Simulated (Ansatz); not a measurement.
Crystal: ZnH.

```
Zn H
1.0
     0.00000    2.21594    2.21594
     2.21594    0.00000    2.21594
     2.21594    2.21594    0.00000
Zn H
1 1
Cartesian
  0.0000 0.0000 0.0000
  1.1080 1.1080 1.1080
```

The cell was built by a generator and needn't be a form met in nature.

Base run:

- Program: Ansatz 0.2.0
- Functional: LDA
- Potentials or basis: Ansatz PAW
- Cutoff: 420 eV (not typed: the program's choice for these potentials)
- k mesh: 10 × 10 × 10
- Occupations: fermi-dirac, width 0.05 eV
- Spin: no spin polarisation

Its results: band gap on the k mesh none (metal or under the smearing width); pressure -5.2 GPa.

Task: The run is repeated on the same cell with these changes: functional from LDA to RPBE. What comes out?

Result: Band gap on the k mesh none (metal or under the smearing width); pressure 2.3 GPa.

RPBE binds less tightly than LDA, so the same cell stands under more pressure.

Caveats: the PAW data sets come from PBE, with cores solved anew for the run's functional, which leaves a small shift of forces and pressure.
